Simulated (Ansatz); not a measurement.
# Si: the cost of one run

Program: Ansatz 0.2.0. Level of theory: DFT, PBE, plane-wave PAW, default files, scalar-relativistic. These are calculated values, not measurements.

The COD entry's cell or inner coordinates are ideal or old and differ from later refinements, so a difference from it is no clean test against experiment.

## Step 1: The system as given

Symmetry: Fd-3m, No. 227, cubic system. Conventional cell: a = 5.427 Å, b = 5.427 Å, c = 5.427 Å, α = 90.00°, β = 90.00°, γ = 90.00°. Around Si (site symmetry -43m) lie 4 Si at 2.35 Å.

Coordinates:

```
Si
1.0
     0.00000    2.71356    2.71356
     2.71356    0.00000    2.71356
     2.71356    2.71356    0.00000
Si
2
Direct
  0.75000 0.75000 0.75000
  0.50000 0.50000 0.50000
```

## Step 2: Relaxing the atoms in the given cell

input.yaml reads:

```yaml
crystal:
  lattice:
    - [0.0, 2.71356, 2.71356]
    - [2.71356, 0.0, 2.71356]
    - [2.71356, 2.71356, 0.0]
  atoms:
    - { symbol: Si, position: [0.75, 0.75, 0.75] }
    - { symbol: Si, position: [0.5, 0.5, 0.5] }
kpoints:
  mp_grid: { grid: [9, 9, 9] }
scf:
  occupations: { method: fermi_dirac, width: 0.05 }
hamiltonian:
  xc: pbe
  pseudopotentials: { kind: paw }
output:
  forces: true
  stress: true
  populations: true
  efg: { contact_densities: true }
relax:
  f_tol: 0.02
  max_steps: 60
```

Started as:

```
$ ansatz run input.yaml --threads 1 --pin off --max-ram 2560MiB --backend cpu --events-out ev --progress --plain --runs-dir out
```

**Question.** How long does this run take on 1 thread of Arm Neoverse V1, shared host, and how much memory does it need?

About 1.7 s, with a peak of 0.3 GiB.
